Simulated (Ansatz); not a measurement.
# C₂H₆Ga₃N: small, medium and large basis sets

An exercise on one series of results from a longer session: the logs are not shown, and one member is left open.

Method: one geometry, several basis sets; program: Ansatz 0.2.0, Gaussian basis.

Levels to be run: PBE0-D4/def2-SVP; ωB97M-V/def2-SVP; PBE0-D4/def2-QZVPP; ωB97M-V/def2-QZVPP; the functionals' def2-TZVPP values are taken from earlier runs.

**The relaxed structure**

The geometry comes from an earlier relaxation with PBE0-D4 in a triple-zeta def2 set; it is a stationary point, not always the lowest conformer.

12 atoms, charge 0, spin multiplicity 1.

Atoms are counted from 1 here; the program's logs count them from 0.

Bond lengths: C1–C2 1.329 Å, C1–H7 1.091 Å, C1–H8 1.091 Å, C2–Ga3 1.976 Å, C2–Ga5 1.992 Å, Ga3–N4 1.855 Å, Ga3–H9 1.560 Å, N4–Ga5 1.863 Å, N4–H10 1.007 Å, Ga5–Ga6 2.456 Å, Ga6–H11 1.577 Å, Ga6–H12 1.577 Å. Angles: C2–C1–H7 122.7°, C2–C1–H8 122.8°, H7–C1–H8 114.5°, C1–C2–Ga3 135.9°, C1–C2–Ga5 135.8°, Ga3–C2–Ga5 88.2°, C2–Ga3–N4 88.3°, C2–Ga3–H9 143.0°, N4–Ga3–H9 128.7°, Ga3–N4–Ga5 95.9°, Ga3–N4–H10 132.2°, Ga5–N4–H10 131.9°, C2–Ga5–N4 87.6°, C2–Ga5–Ga6 142.8°, N4–Ga5–Ga6 129.6°, Ga5–Ga6–H11 121.7°, Ga5–Ga6–H12 121.7°, H11–Ga6–H12 116.6°.

Set-up of the first run:

Contents of in.yaml:

```yaml
crystal:
  periodic: [false, false, false]
  atoms:
    - {symbol: C, position_ang: [1.346348, -1.849805, 0.801209]}
    - {symbol: C, position_ang: [0.982457, -0.600375, 0.529267]}
    - {symbol: Ga, position_ang: [1.768081, 1.194259, 0.784079]}
    - {symbol: N, position_ang: [0.254742, 1.908903, -0.015400]}
    - {symbol: Ga, position_ang: [-0.594281, 0.277110, -0.313576]}
    - {symbol: Ga, position_ang: [-2.770128, -0.188363, -1.352992]}
    - {symbol: H, position_ang: [0.723313, -2.711202, 0.557581]}
    - {symbol: H, position_ang: [2.291377, -2.097573, 1.285741]}
    - {symbol: H, position_ang: [3.018652, 1.937745, 1.346121]}
    - {symbol: H, position_ang: [-0.018981, 2.856238, -0.220562]}
    - {symbol: H, position_ang: [-2.908191, -0.452492, -2.901066]}
    - {symbol: H, position_ang: [-4.093399, -0.274455, -0.500401]}
basis:
  gaussian: {orbitals: def2-SVP}
hamiltonian: {xc: pbe0, dispersion: d4}
output: {orbitals: {seedname: orbitals}}
```

Run with:

```bash
> ansatz run in.yaml --threads 2 --pin off --events-out ev --progress --plain --max-ram 22528MiB --backend cpu
```

Among the steps run: PBE0-D4 in def2-SVP; ωB97M-V in def2-SVP; PBE0-D4 in def2-QZVPP; ωB97M-V in def2-QZVPP.

One of the session's tables, all rows but one given; the rest of the session is left out.

It belongs to the step «Density functionals: the series». 

| functional | basis | HOMO (eV) | LUMO (eV) |
| --- | --- | --- | --- |
| PBE0-D4 | def2-SVP | -6.17 | -2.11 |
| PBE0-D4 | def2-TZVPP | -6.20 | -2.14 |
| PBE0-D4 | def2-QZVPP | -6.21 | -2.16 |
| ωB97M-V | def2-SVP | -8.09 | -0.41 |
| ωB97M-V | def2-TZVPP | -8.15 | -0.47 |
| ωB97M-V | def2-QZVPP | ? | ? |

**Question.** Estimate the row for ωB97M-V, def2-QZVPP.

As computed: HOMO (eV): -8.17; LUMO (eV): -0.59. In the column «HOMO (eV)» it is the lowest.
